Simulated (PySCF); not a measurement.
# A diatomic session: TbP

The task here is to estimate one member of a computed series from the others.

The runs use PySCF 2.14.0; Tb x2c-TZVPall, P x2c-TZVPall, spin-free X2C with a Gaussian nucleus.

Set-up of the first run:

A driver script around PySCF takes these settings:

- atoms: Tb, P
- charge: 0
- basis: Tb x2c-TZVPall, P x2c-TZVPall
- Hamiltonian: spin-free X2C with a Gaussian nucleus
- basis functions: 141
- electrons treated: 80
- masses in u: 158.9253, 30.9738
- levels: PBE0, PBE, r²SCAN, BHandHLYP, MN15, ωB97X, HF, MP2, SCS-MP2
- grid: 80 radial by 434 angular points
- occupations: held fixed by the projection of orbital angular momentum
- dissociation limit: Tb + P, each in its ground configuration
- starting distance in angstrom: 2.374
- values of 2S to try: 4, 6, 8

Run with:

```
$ OMP_NUM_THREADS=4 python dia.py task.json out
```

Among the steps run: Input; First curve: PBE0; Higher solutions at PBE0; PBE; r²SCAN (meta-GGA); BHandHLYP (global hybrid GGA); MN15 (hybrid meta-GGA); ωB97X (range-separated hybrid); ROHF (mean field).

One table of the session follows, with a row left open; its other results are not shown here.

It belongs to the step «Constants by level of theory». 

```
       level  Re (Å)  ωe (cm⁻¹)  De (eV)
        ROHF   2.332        457     2.90
    ROHF-MP2   2.329        435     3.56
ROHF-SCS-MP2       ?          ?        ?
         PBE   2.345        375     2.86
      r²SCAN   2.309        416     3.08
        PBE0   2.305        437     2.84
        MN15   2.286        438     2.19
       ωB97X   2.280        462     2.03
```

**Question.** Estimate the row for ROHF-SCS-MP2.

**Answer.** Re (Å): 2.342; ωe (cm⁻¹): 428; De (eV): 3.37. In the column «Re (Å)» it lies between ROHF (2.332) and PBE (2.345).

De is counted to Tb + P in their ground configurations.
